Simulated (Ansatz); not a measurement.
# AlH5N2S: two geometries relaxed

Aim: relax the geometries before and after the inversion of the pyramid at N1, and see whether they are two minima and how far apart in energy. SMILES of the start: [NH2][Al]([NH2])[SH].

Method: RKS LDA/cc-pVDZ, in Ansatz 0.2.0.

**1. The structure to begin with**

Bond lengths: N1–Al2 1.862 Å, Al2–N3 1.882 Å, Al2–S4 2.204 Å, N1–H5 1.054 Å, N1–H6 1.051 Å, N3–H7 1.083 Å, N3–H8 1.017 Å, S4–H9 1.425 Å. Angles: N1–Al2–N3 118.5°, N1–Al2–S4 122.4°, N3–Al2–S4 119.1°, Al2–N1–H5 110.5°, Al2–N1–H6 111.0°, H5–N1–H6 108.1°, Al2–N3–H7 108.6°, Al2–N3–H8 110.9°, H7–N3–H8 105.6°, Al2–S4–H9 95.9°.

As a file:

```xyz
9

N    -0.5222    1.3653   -1.1882
Al   -0.2782   -0.0810   -0.0405
N     1.3823   -0.9677   -0.0552
S    -1.8505   -0.7721    1.3410
H    -0.3862    1.0683   -2.1899
H     0.1649    2.1330   -0.9786
H     1.8040   -0.9274    0.9413
H     1.2642   -1.9565   -0.2629
H    -1.4897    0.0919    2.4158
```

**2. Relaxing end A**

The input, input.yaml:

```yaml
crystal:
  periodic: [false, false, false]
  atoms:
    - { symbol: "N", position_ang: [-0.5222, 1.3653, -1.1882] }
    - { symbol: Al, position_ang: [-0.2782, -0.081, -0.0405] }
    - { symbol: "N", position_ang: [1.3823, -0.9677, -0.0552] }
    - { symbol: S, position_ang: [-1.8505, -0.7721, 1.341] }
    - { symbol: H, position_ang: [-0.3862, 1.0683, -2.1899] }
    - { symbol: H, position_ang: [0.1649, 2.133, -0.9786] }
    - { symbol: H, position_ang: [1.804, -0.9274, 0.9413] }
    - { symbol: H, position_ang: [1.2642, -1.9565, -0.2629] }
    - { symbol: H, position_ang: [-1.4897, 0.0919, 2.4158] }
basis:
  gaussian: { orbitals: cc-pVDZ }
hamiltonian:
  xc: lda
relax:
  f_tol: 0.015
  max_steps: 40
```

Command:

```bash
$ ansatz run input.yaml --threads 1 --pin off --max-ram 2048MiB --backend cpu --events-out ev --progress --plain --runs-dir out
```

What it wrote (excerpt; [...] marks lines left out):

```text
Warning: RAYON_NUM_THREADS=1 ignored (pool sized by the plan → 1); use --threads N
[...]
Functional definition: SPW92
[...]
1190 factors; their error is unknown
[...]
mean field -20404.43913516 eV, -749.8493075915 hartree, gradient 1.4e-5 eV, S^2 0.000000; 0 other end points of the search recorded, 0 dependent functions left out
[...]
reference -20404.43917687 eV, -749.8493091242 hartree; 24, 24 occupied and 65, 65 virtual orbitals, 1190 factors
relax step   1: F+E_penalty+E_count = -20404.43913516 eV  Δ(F+E_penalty+E_count) = +0.000e0 eV  max|allowed force component| = 1.507e0 eV/Å  Δτ_max = 0.0000 Å  (29 SCF iters, accepted)
[...]
relax step   3: F+E_penalty+E_count = -20404.63588458 eV  Δ(F+E_penalty+E_count) = -3.575e-2 eV  max|allowed force component| = 2.251e-1 eV/Å  Δτ_max = 0.0546 Å  (30 SCF iters, accepted)
[...]
relax step   5: F+E_penalty+E_count = -20404.79071104 eV  Δ(F+E_penalty+E_count) = -8.175e-2 eV  max|allowed force component| = 9.385e-1 eV/Å  Δτ_max = 0.1955 Å  (35 SCF iters, accepted)
[...]
relax step   7: F+E_penalty+E_count = -20405.05201086 eV  Δ(F+E_penalty+E_count) = -1.668e-1 eV  max|allowed force component| = 7.767e-1 eV/Å  Δτ_max = 0.1995 Å  (35 SCF iters, accepted)
[...]
relax step   9: F+E_penalty+E_count = -20405.29860415 eV  Δ(F+E_penalty+E_count) = -1.077e-1 eV  max|allowed force component| = 7.327e-1 eV/Å  Δτ_max = 0.1994 Å  (35 SCF iters, accepted)
[...]
relax step  10: F+E_penalty+E_count = -20405.41715443 eV  Δ(F+E_penalty+E_count) = -1.186e-1 eV  max|allowed force component| = 3.247e-1 eV/Å  Δτ_max = 0.1997 Å  (34 SCF iters, accepted)
[...]
relax step  11: F+E_penalty+E_count = -20405.46519173 eV  Δ(F+E_penalty+E_count) = -4.804e-2 eV  max|allowed force component| = 2.056e-1 eV/Å  Δτ_max = 0.2000 Å  (28 SCF iters, accepted)
[...]
1190 factors; their error is unknown
mean field -20405.47604992 eV, -749.8874135060 hartree, gradient 6.7e-6 eV, S^2 0.000000; 0 other end points of the search recorded, 0 dependent functions left out
[...]
```

**3. The log goes on: end point A relaxed**

The log, continued (excerpt; [...] marks lines left out):

```text
reference -20405.47608940 eV, -749.8874149568 hartree; 24, 24 occupied and 65, 65 virtual orbitals, 1190 factors
relax step  12: F+E_penalty+E_count = -20405.47604992 eV  Δ(F+E_penalty+E_count) = -1.086e-2 eV  max|allowed force component| = 3.292e-1 eV/Å  Δτ_max = 0.2000 Å  (28 SCF iters, accepted)
[...]
relax step  18: F+E_penalty+E_count = -20405.49448460 eV  Δ(F+E_penalty+E_count) = -3.352e-4 eV  max|allowed force component| = 1.516e-2 eV/Å  Δτ_max = 0.0290 Å  (29 SCF iters, accepted)
[...]
relax step  19: F+E_penalty+E_count = -20405.49450204 eV  Δ(F+E_penalty+E_count) = -1.744e-5 eV  max|allowed force component| = 6.072e-3 eV/Å  Δτ_max = 0.0198 Å  (29 SCF iters, accepted)
1190 factors; their error is unknown
[...]
mean field -20405.49450204 eV, -749.8880916090 hartree, gradient 1.8e-5 eV, S^2 0.000000; 1 other end points of the search recorded, 0 dependent functions left out
[...]
Total energy: -20405.49454159 eV, -749.8880930626 hartree
Atom 0 at    -0.352132     1.131775    -1.036816 Å, force     0.000791     0.000635     0.002285 eV/Å
Atom 1 at    -0.084410    -0.172035     0.143774 Å, force    -0.002852    -0.004567    -0.002997 eV/Å
Atom 2 at     1.415954    -1.123580     0.179255 Å, force     0.002936     0.000995     0.003412 eV/Å
Atom 3 at    -1.633648    -0.654580     1.634017 Å, force     0.002538     0.001164    -0.006072 eV/Å
Atom 4 at    -1.270794     1.517843    -1.272147 Å, force    -0.001403     0.001779     0.003563 eV/Å
Atom 5 at     0.375894     1.557659    -1.618005 Å, force    -0.000136    -0.001769    -0.002296 eV/Å
Atom 6 at     1.678802    -1.730481     0.961306 Å, force     0.002515    -0.000228     0.001323 eV/Å
Atom 7 at     2.106082    -1.186509    -0.574424 Å, force    -0.002530    -0.000116    -0.000691 eV/Å
Atom 8 at    -2.147147     0.613708     1.565839 Å, force    -0.001859     0.002107     0.001474 eV/Å
Dipole moment:     0.261820     0.236621    -0.339424 e Å
```

It took 30 s on 1 thread of Intel Xeon 6975P-C (Granite Rapids), shared host; peak memory 0.15 GiB.

Step by step:

```
step  energy from step 1 (eV)  largest force component (eV/Å)
   1                   0.0000                          1.5071
   2                  -0.1610                          0.6319
   3                  -0.1967                          0.2251
   4                  -0.2698                          0.1910
   5                  -0.3516                          0.9385
   6                  -0.4461                          1.2526
   7                  -0.6129                          0.7767
   8                  -0.7518                          0.7093
   9                  -0.8595                          0.7327
  10                  -0.9780                          0.3247
  11                  -1.0261                          0.2056
  12                  -1.0369                          0.3292
 13x                  -1.0138                          0.3904
  14                  -1.0535                          0.0651
  15                  -1.0548                          0.0253
 16x                  -1.0546                          0.0341
  17                  -1.0550                          0.0732
  18                  -1.0553                          0.0152
  19                  -1.0554                          0.0061
```

Step 1 is the start. 2 steps were tried and not accepted (marked x).

After: Bond lengths: N1–Al2 1.779 Å, Al2–N3 1.777 Å, Al2–S4 2.203 Å, N1–H5 1.024 Å, N1–H6 1.024 Å, N3–H7 1.024 Å, N3–H8 1.024 Å, S4–H9 1.370 Å. Angles: N1–Al2–N3 122.2°, N1–Al2–S4 120.2°, N3–Al2–S4 117.6°, Al2–N1–H5 124.3°, Al2–N1–H6 125.0°, H5–N1–H6 110.5°, Al2–N3–H7 123.3°, Al2–N3–H8 126.0°, H7–N3–H8 110.7°, Al2–S4–H9 91.6°.

**4. End point B**

The second end starts from a geometry with the move made by hand.

Changes to input.yaml since step 2:

```diff
@@ -7,4 +7,4 @@
     - { symbol: S, position_ang: [-1.8505, -0.7721, 1.341] }
-    - { symbol: H, position_ang: [-0.3862, 1.0683, -2.1899] }
-    - { symbol: H, position_ang: [0.1649, 2.133, -0.9786] }
+    - { symbol: H, position_ang: [-1.31726, 1.178, -1.85372] }
+    - { symbol: H, position_ang: [-0.74567, 2.24029, -0.64981] }
     - { symbol: H, position_ang: [1.804, -0.9274, 0.9413] }
```

Command:

```bash
$ ansatz run input.yaml --threads 1 --pin off --max-ram 2048MiB --backend cpu --events-out ev --progress --plain --runs-dir out
```

What it wrote:

```text
Warning: RAYON_NUM_THREADS=1 ignored (pool sized by the plan → 1); use --threads N
The last accepted step is kept in <dir> (removed where the run ends without a failure and the disk answers)
Engine: ansatz 0.2.0, x86_64-unknown-linux-gnu
Functional definition: SPW92
  exchange = slater_x
  correlation = pw_c
1190 factors; their error is unknown
mean field evaluation 1: about -20387.5905 eV, gradient 9.0e1 eV
mean field evaluation 2: about -20272.4878 eV, gradient 1.9e2 eV
mean field evaluation 4: about -20403.1497 eV, gradient 2.1e1 eV
mean field evaluation 8: about -20404.4832 eV, gradient 3.0e-1 eV
mean field evaluation 16: about -20404.4327 eV, gradient 1.8e-3 eV
mean field -20404.43274244 eV, -749.8490726632 hartree, gradient 5.1e-5 eV, S^2 0.000000; 0 other end points of the search recorded, 0 dependent functions left out
the calculation of the forces begins
reference -20404.43278397 eV, -749.8490741895 hartree; 24, 24 occupied and 65, 65 virtual orbitals, 1190 factors
relax step   1: F+E_penalty+E_count = -20404.43274244 eV  Δ(F+E_penalty+E_count) = +0.000e0 eV  max|allowed force component| = 1.536e0 eV/Å  Δτ_max = 0.0000 Å  (28 SCF iters, accepted)
these checks for a lower state are left out or cut short: starts, cluster_reference, orbital_swaps, neighbouring_geometries, increment
1190 factors; their error is unknown
mean field -20404.59235921 eV, -749.8549384714 hartree, gradient 9.0e-6 eV, S^2 0.000000; 0 other end points of the search recorded, 0 dependent functions left out
the calculation of the forces begins
reference -20404.59240089 eV, -749.8549400032 hartree; 24, 24 occupied and 65, 65 virtual orbitals, 1190 factors
relax step   2: F+E_penalty+E_count = -20404.59235921 eV  Δ(F+E_penalty+E_count) = -1.596e-1 eV  max|allowed force component| = 6.537e-1 eV/Å  Δτ_max = 0.1104 Å  (29 SCF iters, accepted)
these checks for a lower state are left out or cut short: starts, cluster_reference, orbital_swaps, neighbouring_geometries, increment
1190 factors; their error is unknown
mean field evaluation 32: about -20404.6269 eV, gradient 4.7e-6 eV
mean field -20404.62691855 eV, -749.8562085039 hartree, gradient 4.7e-6 eV, S^2 0.000000; 0 other end points of the search recorded, 0 dependent functions left out
the calculation of the forces begins
reference -20404.62696026 eV, -749.8562100365 hartree; 24, 24 occupied and 65, 65 virtual orbitals, 1190 factors
relax step   3: F+E_penalty+E_count = -20404.62691855 eV  Δ(F+E_penalty+E_count) = -3.456e-2 eV  max|allowed force component| = 2.317e-1 eV/Å  Δτ_max = 0.0401 Å  (29 SCF iters, accepted)
these checks for a lower state are left out or cut short: starts, cluster_reference, orbital_swaps, neighbouring_geometries, increment
1190 factors; their error is unknown
mean field -20404.68836504 eV, -749.8584666207 hartree, gradient 5.6e-6 eV, S^2 0.000000; 0 other end points of the search recorded, 0 dependent functions left out
the calculation of the forces begins
reference -20404.68840660 eV, -749.8584681480 hartree; 24, 24 occupied and 65, 65 virtual orbitals, 1190 factors
relax step   4: F+E_penalty+E_count = -20404.68836504 eV  Δ(F+E_penalty+E_count) = -6.145e-2 eV  max|allowed force component| = 5.562e-1 eV/Å  Δτ_max = 0.2000 Å  (34 SCF iters, accepted)
these checks for a lower state are left out or cut short: starts, cluster_reference, orbital_swaps, neighbouring_geometries, increment
1190 factors; their error is unknown
mean field -20404.83566493 eV, -749.8638797918 hartree, gradient 5.9e-6 eV, S^2 0.000000; 0 other end points of the search recorded, 0 dependent functions left out
the calculation of the forces begins
reference -20404.83570665 eV, -749.8638813248 hartree; 24, 24 occupied and 65, 65 virtual orbitals, 1190 factors
relax step   5: F+E_penalty+E_count = -20404.83566493 eV  Δ(F+E_penalty+E_count) = -1.473e-1 eV  max|allowed force component| = 8.352e-1 eV/Å  Δτ_max = 0.2000 Å  (35 SCF iters, accepted)
these checks for a lower state are left out or cut short: starts, cluster_reference, orbital_swaps, neighbouring_geometries, increment
1190 factors; their error is unknown
mean field -20404.98249220 eV, -749.8692755945 hartree, gradient 6.4e-6 eV, S^2 0.000000; 0 other end points of the search recorded, 0 dependent functions left out
the calculation of the forces begins
reference -20404.98253389 eV, -749.8692771266 hartree; 24, 24 occupied and 65, 65 virtual orbitals, 1190 factors
relax step   6: F+E_penalty+E_count = -20404.98249220 eV  Δ(F+E_penalty+E_count) = -1.468e-1 eV  max|allowed force component| = 1.182e0 eV/Å  Δτ_max = 0.1951 Å  (35 SCF iters, accepted)
these checks for a lower state are left out or cut short: starts, cluster_reference, orbital_swaps, neighbouring_geometries, increment
1190 factors; their error is unknown
mean field evaluation 64: about -20405.1526 eV, gradient 1.3e-5 eV
mean field -20405.15264823 eV, -749.8755287131 hartree, gradient 1.3e-5 eV, S^2 0.000000; 0 other end points of the search recorded, 0 dependent functions left out
the calculation of the forces begins
reference -20405.15268969 eV, -749.8755302368 hartree; 24, 24 occupied and 65, 65 virtual orbitals, 1190 factors
relax step   7: F+E_penalty+E_count = -20405.15264823 eV  Δ(F+E_penalty+E_count) = -1.702e-1 eV  max|allowed force component| = 8.676e-1 eV/Å  Δτ_max = 0.2000 Å  (28 SCF iters, accepted)
these checks for a lower state are left out or cut short: starts, cluster_reference, orbital_swaps, neighbouring_geometries, increment
1190 factors; their error is unknown
mean field -20405.33026229 eV, -749.8820559096 hartree, gradient 2.7e-5 eV, S^2 0.000000; 0 other end points of the search recorded, 0 dependent functions left out
the calculation of the forces begins
reference -20405.33030295 eV, -749.8820574036 hartree; 24, 24 occupied and 65, 65 virtual orbitals, 1190 factors
relax step   8: F+E_penalty+E_count = -20405.33026229 eV  Δ(F+E_penalty+E_count) = -1.776e-1 eV  max|allowed force component| = 5.004e-1 eV/Å  Δτ_max = 0.2000 Å  (33 SCF iters, accepted)
these checks for a lower state are left out or cut short: starts, cluster_reference, orbital_swaps, neighbouring_geometries, increment
1190 factors; their error is unknown
mean field -20405.42014077 eV, -749.8853588828 hartree, gradient 6.1e-6 eV, S^2 0.000000; 0 other end points of the search recorded, 0 dependent functions left out
the calculation of the forces begins
reference -20405.42018080 eV, -749.8853603539 hartree; 24, 24 occupied and 65, 65 virtual orbitals, 1190 factors
relax step   9: F+E_penalty+E_count = -20405.42014077 eV  Δ(F+E_penalty+E_count) = -8.988e-2 eV  max|allowed force component| = 4.869e-1 eV/Å  Δτ_max = 0.1998 Å  (34 SCF iters, accepted)
these checks for a lower state are left out or cut short: starts, cluster_reference, orbital_swaps, neighbouring_geometries, increment
1190 factors; their error is unknown
mean field -20405.44715855 eV, -749.8863517677 hartree, gradient 2.5e-5 eV, S^2 0.000000; 0 other end points of the search recorded, 0 dependent functions left out
the calculation of the forces begins
reference -20405.44719870 eV, -749.8863532433 hartree; 24, 24 occupied and 65, 65 virtual orbitals, 1190 factors
relax step  10: F+E_penalty+E_count = -20405.44715855 eV  Δ(F+E_penalty+E_count) = -2.702e-2 eV  max|allowed force component| = 3.346e-1 eV/Å  Δτ_max = 0.2000 Å  (27 SCF iters, accepted)
these checks for a lower state are left out or cut short: starts, cluster_reference, orbital_swaps, neighbouring_geometries, increment
1190 factors; their error is unknown
mean field -20405.47980784 eV, -749.8875516072 hartree, gradient 2.0e-5 eV, S^2 0.000000; 0 other end points of the search recorded, 0 dependent functions left out
the calculation of the forces begins
reference -20405.47984712 eV, -749.8875530505 hartree; 24, 24 occupied and 65, 65 virtual orbitals, 1190 factors
relax step  11: F+E_penalty+E_count = -20405.47980784 eV  Δ(F+E_penalty+E_count) = -3.265e-2 eV  max|allowed force component| = 2.241e-1 eV/Å  Δτ_max = 0.2000 Å  (35 SCF iters, accepted)
these checks for a lower state are left out or cut short: starts, cluster_reference, orbital_swaps, neighbouring_geometries, increment
1190 factors; their error is unknown
mean field evaluation 96: about -20404.8322 eV, gradient 1.4e1 eV
mean field -20405.48337000 eV, -749.8876825141 hartree, gradient 2.2e-5 eV, S^2 0.000000; 0 other end points of the search recorded, 0 dependent functions left out
the calculation of the forces begins
reference -20405.48340970 eV, -749.8876839729 hartree; 24, 24 occupied and 65, 65 virtual orbitals, 1190 factors
relax step  12: F+E_penalty+E_count = -20405.48337000 eV  Δ(F+E_penalty+E_count) = -3.562e-3 eV  max|allowed force component| = 2.540e-1 eV/Å  Δτ_max = 0.1942 Å  (33 SCF iters, accepted)
these checks for a lower state are left out or cut short: starts, cluster_reference, orbital_swaps, neighbouring_geometries, increment
1190 factors; their error is unknown
mean field -20405.48974703 eV, -749.8879168657 hartree, gradient 1.8e-5 eV, S^2 0.000000; 0 other end points of the search recorded, 0 dependent functions left out
the calculation of the forces begins
reference -20405.48978591 eV, -749.8879182944 hartree; 24, 24 occupied and 65, 65 virtual orbitals, 1190 factors
relax step  13: F+E_penalty+E_count = -20405.48974703 eV  Δ(F+E_penalty+E_count) = -6.377e-3 eV  max|allowed force component| = 5.518e-2 eV/Å  Δτ_max = 0.1744 Å  (35 SCF iters, accepted)
these checks for a lower state are left out or cut short: starts, cluster_reference, orbital_swaps, neighbouring_geometries, increment
1190 factors; their error is unknown
mean field -20405.49388407 eV, -749.8880688989 hartree, gradient 1.2e-5 eV, S^2 0.000000; 0 other end points of the search recorded, 0 dependent functions left out
the calculation of the forces begins
reference -20405.49392344 eV, -749.8880703457 hartree; 24, 24 occupied and 65, 65 virtual orbitals, 1190 factors
relax step  14: F+E_penalty+E_count = -20405.49388407 eV  Δ(F+E_penalty+E_count) = -4.137e-3 eV  max|allowed force component| = 2.618e-2 eV/Å  Δτ_max = 0.1354 Å  (27 SCF iters, accepted)
these checks for a lower state are left out or cut short: starts, cluster_reference, orbital_swaps, neighbouring_geometries, increment
1190 factors; their error is unknown
mean field -20405.49446082 eV, -749.8880900942 hartree, gradient 1.5e-5 eV, S^2 0.000000; 0 other end points of the search recorded, 0 dependent functions left out
the calculation of the forces begins
reference -20405.49450028 eV, -749.8880915443 hartree; 24, 24 occupied and 65, 65 virtual orbitals, 1190 factors
relax step  15: F+E_penalty+E_count = -20405.49446082 eV  Δ(F+E_penalty+E_count) = -5.768e-4 eV  max|allowed force component| = 7.014e-3 eV/Å  Δτ_max = 0.0281 Å  (27 SCF iters, accepted)
1190 factors; their error is unknown
mean field evaluation 128: about -20388.1591 eV, gradient 9.2e1 eV
mean field -20405.49446082 eV, -749.8880900942 hartree, gradient 1.4e-5 eV, S^2 0.000000; 1 other end points of the search recorded, 0 dependent functions left out
the calculation of the forces begins
reference -20405.49450028 eV, -749.8880915443 hartree; 24, 24 occupied and 65, 65 virtual orbitals, 1190 factors
Total energy: -20405.49450028 eV, -749.8880915443 hartree
Atom 0 at    -0.708061     1.165442    -0.881240 Å, force    -0.000942     0.003857    -0.005204 eV/Å
Atom 1 at    -0.268644    -0.163193     0.217042 Å, force     0.007014     0.002401     0.004963 eV/Å
Atom 2 at     1.294047    -1.001897     0.103935 Å, force    -0.002131    -0.000836     0.002787 eV/Å
Atom 3 at    -1.667206    -0.805004     1.793241 Å, force    -0.002400    -0.002362    -0.003517 eV/Å
Atom 4 at    -1.665506     1.492301    -1.038783 Å, force    -0.001016     0.002298     0.003571 eV/Å
Atom 5 at    -0.053766     1.661861    -1.493423 Å, force    -0.002755    -0.001963    -0.002591 eV/Å
Atom 6 at     1.657577    -1.620568     0.834709 Å, force     0.000502     0.000422     0.002152 eV/Å
Atom 7 at     1.925586    -0.984853    -0.701735 Å, force     0.000325    -0.002366    -0.002087 eV/Å
Atom 8 at    -2.267057     0.426699     1.814024 Å, force     0.001402    -0.001452    -0.000075 eV/Å
Dipole moment:     0.218542     0.263467    -0.349480 e Å
```

It took 23 s on 1 thread of Intel Xeon 6975P-C (Granite Rapids), shared host; peak memory 0.15 GiB.

The steps of the relaxation:

```
step  energy from step 1 (eV)  largest force component (eV/Å)
   1                   0.0000                          1.5355
   2                  -0.1596                          0.6537
   3                  -0.1942                          0.2317
   4                  -0.2556                          0.5562
   5                  -0.4029                          0.8352
   6                  -0.5497                          1.1819
   7                  -0.7199                          0.8676
   8                  -0.8975                          0.5004
   9                  -0.9874                          0.4869
  10                  -1.0144                          0.3346
  11                  -1.0471                          0.2241
  12                  -1.0506                          0.2540
  13                  -1.0570                          0.0552
  14                  -1.0611                          0.0262
  15                  -1.0617                          0.0070
```

Step 1 is the start.

After: Bond lengths: N1–Al2 1.779 Å, Al2–N3 1.777 Å, Al2–S4 2.203 Å, N1–H5 1.024 Å, N1–H6 1.024 Å, N3–H7 1.024 Å, N3–H8 1.024 Å, S4–H9 1.370 Å. Angles: N1–Al2–N3 122.0°, N1–Al2–S4 120.2°, N3–Al2–S4 117.8°, Al2–N1–H5 124.4°, Al2–N1–H6 125.0°, H5–N1–H6 110.5°, Al2–N3–H7 123.5°, Al2–N3–H8 125.8°, H7–N3–H8 110.6°, Al2–S4–H9 91.5°.

**5. What came out**

| quantity | value |
| --- | --- |
| end A | 16 moves, 1.055 eV lower |
| end B | 14 moves, 1.062 eV lower |
| largest difference between the ends | 0.01 Å |
| end B relative to end A | +0.000 eV |

In words: The two relaxations end at one structure, within 0.01 Å: no second minimum was found from this start, which doesn't rule one out.
